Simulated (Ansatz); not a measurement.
# AlF₂H₅Si (built from SMILES [F][AlH][F].[SiH4]): a reaction path by the nudged elastic band

What path joins these two structures, and how high does it climb? Both ends were relaxed at PBE0-D4 in triple zeta. A second band with other settings follows.

Program: Ansatz 0.2.0, Gaussian basis. Level of theory: PBE0-D4/def2-SVP. These are calculated values, not measurements.

22 further runs of the same task are left out: 22 set aside as unsound or not needed. Runs told in other sessions of the task aren't counted.

## 1. Starting geometry

The first end: 9 atoms, charge 0, spin multiplicity 1.

Atoms are counted from 1 here; the program's logs count them from 0.

Bond lengths: Al1–H2 1.565 Å, Al1–F3 1.656 Å, Al1–F4 1.649 Å, H5–Si6 1.518 Å, Si6–H7 1.481 Å, Si6–H8 1.476 Å, Si6–H9 1.477 Å. Angles: H2–Al1–F3 120.3°, H2–Al1–F4 120.7°, F3–Al1–F4 116.4°, H5–Si6–H7 103.3°, H5–Si6–H8 108.4°, H5–Si6–H9 107.0°, H7–Si6–H8 112.0°, H7–Si6–H9 111.9°, H8–Si6–H9 113.5°.

Geometry (Å):

```xyz
9
charge 0, multiplicity 1
Al   -1.60196   -0.24047    0.38214
H    -1.92685   -1.27542    1.51007
F    -1.37840   -0.74740   -1.17798
F    -1.91789    1.36370    0.59443
H     0.34563   -0.10488    0.74669
Si    1.39015    0.18843   -0.31448
H     2.53751    0.70286    0.46864
H     0.84748    1.20713   -1.23366
H     1.70422   -1.09384   -0.97574
```

The second end:

```xyz
9
charge 0, multiplicity 1
Al   -1.03433    0.21132   -0.19561
H    -1.03950   -0.98005    1.84784
F    -1.94348   -0.88440   -1.02484
F    -1.83532    1.28637    0.76241
H    -1.06816   -1.56103    1.36906
Si    1.34677    0.44320   -0.61999
H     2.04254    0.97685    0.58242
H     1.58435    1.38072   -1.75176
H     1.94703   -0.87288   -0.96945
```

## 2. The band at PBE0-D4/def2-SVP

The input, neb/in.yaml:

```yaml
crystal:
  periodic: [false, false, false]
  atoms:
    - {symbol: Al, position_ang: [-1.601960, -0.240475, 0.382138]}
    - {symbol: H, position_ang: [-1.926852, -1.275419, 1.510072]}
    - {symbol: F, position_ang: [-1.378396, -0.747402, -1.177982]}
    - {symbol: F, position_ang: [-1.917885, 1.363698, 0.594427]}
    - {symbol: H, position_ang: [0.345633, -0.104883, 0.746689]}
    - {symbol: Si, position_ang: [1.390152, 0.188434, -0.314482]}
    - {symbol: H, position_ang: [2.537510, 0.702864, 0.468636]}
    - {symbol: H, position_ang: [0.847481, 1.207130, -1.233662]}
    - {symbol: H, position_ang: [1.704217, -1.093845, -0.975736]}
basis:
  gaussian: {orbitals: def2-SVP}
hamiltonian: {xc: pbe0, dispersion: d4}
neb:
  images: 5
  climbing: true
  max_iterations: 40
  initial_path: idpp
  final_atoms:
    - {symbol: Al, position_ang: [-1.034329, 0.211317, -0.195612]}
    - {symbol: H, position_ang: [-1.039505, -0.980048, 1.847845]}
    - {symbol: F, position_ang: [-1.943479, -0.884400, -1.024840]}
    - {symbol: F, position_ang: [-1.835323, 1.286369, 0.762413]}
    - {symbol: H, position_ang: [-1.068160, -1.561028, 1.369064]}
    - {symbol: Si, position_ang: [1.346771, 0.443197, -0.619988]}
    - {symbol: H, position_ang: [2.042544, 0.976847, 0.582421]}
    - {symbol: H, position_ang: [1.584350, 1.380725, -1.751756]}
    - {symbol: H, position_ang: [1.947029, -0.872878, -0.969448]}
```

Started as:

```
$ ansatz run in.yaml --threads 4 --pin off --events-out ev --progress --plain --max-ram 9574MiB
```

Standard output:

```text
Functional definition: PBE0
  name "PBE0"
  cite "Adamo & Barone, J. Chem. Phys. 110, 6158 (1999) doi:10.1063/1.478522"
  cite "Perdew, Burke & Ernzerhof, Phys. Rev. Lett. 77, 3865 (1996) doi:10.1103/PhysRevLett.77.3865"
  parent pbe
  parameter a = 0.25
  parameter kappa = 0.804
  parameter beta = 0.06672455060314922
  exchange = (1 - a)*pbe_x(kappa = kappa, mu = beta*pi^2/3) + a*exact_x
  correlation = pbe_c(beta = beta)
891 factors; integrals over basis functions are off by at most 3.6e-4 eV
mean field evaluation 1: about -19969.1095 eV, gradient 4.6e1 eV
mean field evaluation 2: about -19964.2942 eV, gradient 7.3e1 eV
mean field evaluation 4: about -19972.4049 eV, gradient 3.6e-1 eV
mean field evaluation 8: about -19972.4166 eV, gradient 4.2e-2 eV
mean field -19972.41660631 eV, -733.9727724918 hartree, gradient 3.5e-5 eV, S^2 0.000000; 0 other end points of the search recorded, 0 dependent functions left out
the calculation of the forces begins
reference -19972.41663901 eV, -733.9727736934 hartree; 25, 25 occupied and 64, 64 virtual orbitals, 891 factors
[... from here to the last solve, the lines of the solves are left out (102 solves) ...]
WARN: NEB end point (image 0): max|allowed force component| = 4.895e-1 eV/Å (the criterion of neb.relax_end_points is 1.000e-2). That is over neb.f_tol: it is no minimum, so the barrier can be far off. Relax it first
WARN: NEB end point (image 6): max|allowed force component| = 5.902e-1 eV/Å (the criterion of neb.relax_end_points is 1.000e-2). That is over neb.f_tol: it is no minimum, so the barrier can be far off. Relax it first
NEB iter   1: max|band force component| = 3.437e0 eV/Å  barrier→ = 3.8214 eV  barrier← = 3.6022 eV  Δτ_max = 0.2000 Å  (166 SCF iters)
NEB iter   2: max|band force component| = 2.135e0 eV/Å  barrier→ = 2.7616 eV  barrier← = 2.5424 eV  Δτ_max = 0.2000 Å  (146 SCF iters)
NEB iter   3: max|band force component| = 1.896e0 eV/Å  barrier→ = 2.2911 eV  barrier← = 2.0719 eV  Δτ_max = 0.2000 Å  (144 SCF iters)
NEB iter   4: max|band force component| = 1.200e0 eV/Å  barrier→ = 1.9171 eV  barrier← = 1.6979 eV  Δτ_max = 0.2000 Å  (133 SCF iters)
NEB iter   5: max|band force component| = 1.339e0 eV/Å  barrier→ = 1.5607 eV  barrier← = 1.3415 eV  Δτ_max = 0.1016 Å  (132 SCF iters)
NEB iter   6: max|band force component| = 6.265e-1 eV/Å  barrier→ = 1.4807 eV  barrier← = 1.2614 eV  Δτ_max = 0.1492 Å  (133 SCF iters)
NEB iter   7: max|band force component| = 3.347e-1 eV/Å  barrier→ = 1.7020 eV  barrier← = 1.4828 eV  CI = image 3  Δτ_max = 0.0643 Å  (132 SCF iters)
NEB iter   8: max|band force component| = 2.895e-1 eV/Å  barrier→ = 1.6991 eV  barrier← = 1.4799 eV  CI = image 3  Δτ_max = 0.1975 Å  (134 SCF iters)
NEB iter   9: max|band force component| = 5.583e0 eV/Å  barrier→ = 1.6955 eV  barrier← = 1.4763 eV  CI = image 3  Δτ_max = 0.1032 Å  (135 SCF iters)
NEB iter  10: max|band force component| = 3.451e-1 eV/Å  barrier→ = 1.6905 eV  barrier← = 1.4713 eV  CI = image 3  Δτ_max = 0.1979 Å  (131 SCF iters)
NEB iter  11: max|band force component| = 5.426e-1 eV/Å  barrier→ = 1.6897 eV  barrier← = 1.4705 eV  CI = image 3  Δτ_max = 0.0986 Å  (139 SCF iters)
NEB iter  12: max|band force component| = 7.500e-2 eV/Å  barrier→ = 1.6886 eV  barrier← = 1.4694 eV  CI = image 3  Δτ_max = 0.0286 Å  (133 SCF iters)
893 factors; integrals over basis functions are off by at most 6.0e-4 eV
mean field -19972.20112029 eV, -733.9648535264 hartree, gradient 2.2e-6 eV, S^2 0.000000; 0 other end points of the search recorded, 0 dependent functions left out
the calculation of the forces begins
reference -19972.20115167 eV, -733.9648546797 hartree; 25, 25 occupied and 64, 64 virtual orbitals, 893 factors
NEB iter  13: max|band force component| = 4.478e-2 eV/Å  barrier→ = 1.6884 eV  barrier← = 1.4692 eV  CI = image 3  CI's point: of a kind that is not told: the force calls were inconclusive, a negative curvature could not be distinguished from the path's own, the only one lies far off the path, or fixed occupations may fill a level only in part  Δτ_max = 0.0000 Å  (864 SCF iters)
Total energy: -19970.85635559 eV, -733.9154343352 hartree
Atom 0 at    -1.309098    -0.125463     0.162030 Å, force    -0.009236     0.018746     0.009305 eV/Å
Atom 1 at    -0.810578    -1.136788     1.458267 Å, force     0.008703     0.001133    -0.007926 eV/Å
Atom 2 at    -1.980295    -0.998017    -1.077158 Å, force     0.007660    -0.002924     0.007123 eV/Å
Atom 3 at    -1.969614     1.286272     0.726700 Å, force     0.004893    -0.009000    -0.002817 eV/Å
Atom 4 at     0.053550    -0.694080     0.887478 Å, force    -0.012108    -0.007777    -0.006057 eV/Å
Atom 5 at     1.201600     0.278228    -0.368559 Å, force    -0.001651    -0.008133     0.004135 eV/Å
Atom 6 at     2.052986     0.966834     0.645277 Å, force    -0.000089     0.001985     0.002889 eV/Å
Atom 7 at     0.818594     1.271886    -1.427704 Å, force    -0.000417     0.007302    -0.010051 eV/Å
Atom 8 at     1.942755    -0.848770    -1.006230 Å, force     0.002245    -0.001331     0.003399 eV/Å
Dipole moment:     0.405577    -0.135795     0.166588 e Å
```

Wall time 82 s (4 threads of Arm Neoverse V2, shared host).

The last band:

```tsv
image	path (Å)	energy (kcal/mol)	Al1–Si6 (Å)	H2–H5 (Å)	Al1–H2 (Å)	H5–Si6 (Å)
0	0.00	0.0	3.10	2.67	1.56	1.52
1	0.68	0.4	3.11	2.48	1.57	1.52
2	1.37	8.7	2.95	1.87	1.57	1.55
3	2.05	38.9	2.60	1.13	1.72	1.96
4	2.76	12.7	2.41	0.78	2.11	2.55
5	3.46	5.4	2.41	0.77	2.27	3.14
6	4.17	5.1	2.43	0.75	2.37	3.72
```

The highest image, 3:

```
Al   -1.30910   -0.12546    0.16203
H    -0.81058   -1.13679    1.45827
F    -1.98029   -0.99802   -1.07716
F    -1.96961    1.28627    0.72670
H     0.05355   -0.69408    0.88748
Si    1.20160    0.27823   -0.36856
H     2.05299    0.96683    0.64528
H     0.81859    1.27189   -1.42770
H     1.94276   -0.84877   -1.00623
```

## 3. The band at PBE0-D4/def2-SVP, other settings

Changes to neb/in.yaml since step 2:

```diff
@@ -16,6 +16,7 @@
 neb:
-  images: 5
+  images: 7
   climbing: true
-  max_iterations: 40
+  max_iterations: 60
   initial_path: idpp
+  max_displacement: 0.05
   final_atoms:
```

Started as:

```
$ ansatz run in.yaml --threads 4 --pin off --events-out ev --progress --plain --max-ram 9574MiB
```

Standard output, cut to the lines that bear on the results:

```text
[... 5 set-up lines as earlier in the session ...]
[...]
891 factors; integrals over basis functions are off by at most 3.6e-4 eV
[...]
mean field -19972.41660631 eV, -733.9727724918 hartree, gradient 3.5e-5 eV, S^2 0.000000; 0 other end points of the search recorded, 0 dependent functions left out
[...]
reference -19972.41663901 eV, -733.9727736934 hartree; 25, 25 occupied and 64, 64 virtual orbitals, 891 factors
[... from here to the last solve, the lines of the solves are left out (204 solves) ...]
WARN: NEB end point (image 0): max|allowed force component| = 4.895e-1 eV/Å (the criterion of neb.relax_end_points is 1.000e-2). That is over neb.f_tol: it is no minimum, so the barrier can be far off. Relax it first
[...]
WARN: NEB end point (image 8): max|allowed force component| = 5.902e-1 eV/Å (the criterion of neb.relax_end_points is 1.000e-2). That is over neb.f_tol: it is no minimum, so the barrier can be far off. Relax it first
[...]
NEB iter  23: max|band force component| = 4.552e-2 eV/Å  barrier→ = 1.6885 eV  barrier← = 1.4693 eV  CI = image 4  CI's point: of a kind that is not told: the force calls were inconclusive, a negative curvature could not be distinguished from the path's own, the only one lies far off the [...]
Total energy: -19970.85623128 eV, -733.9154297671 hartree
Atom 0 at    -1.313490    -0.107286     0.154314 Å, force    -0.038369     0.024695     0.001753 eV/Å
Atom 1 at    -0.825220    -1.138315     1.437769 Å, force    -0.000976    -0.018482    -0.007464 eV/Å
Atom 2 at    -2.005708    -0.960146    -1.087226 Å, force     0.024955    -0.000839     0.004283 eV/Å
Atom 3 at    -1.959553     1.305916     0.731841 Å, force     0.015607    -0.003478     0.001036 eV/Å
Atom 4 at     0.041361    -0.704253     0.866600 Å, force    -0.001556     0.004618     0.034563 eV/Å
Atom 5 at     1.208448     0.269996    -0.358595 Å, force     0.001277    -0.015126    -0.019410 eV/Å
Atom 6 at     2.044290     0.976934     0.656005 Å, force    -0.012897    -0.001253     0.003131 eV/Å
Atom 7 at     0.854963     1.236836    -1.452070 Å, force     0.002555     0.004154    -0.010397 eV/Å
Atom 8 at     1.954808    -0.879580    -0.948537 Å, force     0.009404     0.005710    -0.007495 eV/Å
Dipole moment:     0.410217    -0.138916     0.163050 e Å
```

Wall time 2.8 min (4 threads of Arm Neoverse V2, shared host).

The last band:

```tsv
image	path (Å)	energy (kcal/mol)	Al1–Si6 (Å)	H2–H5 (Å)	Al1–H2 (Å)	H5–Si6 (Å)
0	0.00	0.0	3.10	2.67	1.56	1.52
1	0.56	0.0	3.09	2.60	1.57	1.52
2	1.13	1.6	3.11	2.30	1.57	1.51
3	1.69	13.6	2.88	1.72	1.58	1.58
4	2.25	38.9	2.60	1.12	1.72	1.95
5	2.82	17.0	2.42	0.80	2.03	2.42
6	3.38	6.8	2.41	0.77	2.26	2.87
7	3.94	5.0	2.42	0.77	2.28	3.26
8	4.51	5.1	2.43	0.75	2.37	3.72
```

The highest image, 4:

```xyz
9

Al   -1.3135   -0.1073    0.1543
H    -0.8252   -1.1383    1.4378
F    -2.0057   -0.9601   -1.0872
F    -1.9596    1.3059    0.7318
H     0.0414   -0.7043    0.8666
Si    1.2084    0.2700   -0.3586
H     2.0443    0.9769    0.6560
H     0.8550    1.2368   -1.4521
H     1.9548   -0.8796   -0.9485
```

## 4. Results

| quantity | value |
| --- | --- |
| PBE0-D4/def2-SVP, 13 iterations | highest 38.9 kcal/mol (image 3), last end +5.1 kcal/mol |
| PBE0-D4/def2-SVP, 23 iterations | highest 38.9 kcal/mol (image 4), last end +5.1 kcal/mol |
| from earlier runs: barrier over the separately found saddle, CCSD(T)/def2-TZVPP | 46.3 kcal/mol |

In words: The highest image lies 38.9 kcal/mol above the first end, and it climbed, so it estimates the saddle. The ends are not quite minima at this level (largest force component 0.59 eV/Å), so the heights are unreliable: relaxing the first end would lower it and raise the barrier above it. The highest image is 7.4 kcal/mol below the CCSD(T) barrier in triple zeta, which comes from separate runs on the saddle. The second band's highest image lies at 38.9 kcal/mol, at the same level with other band settings.
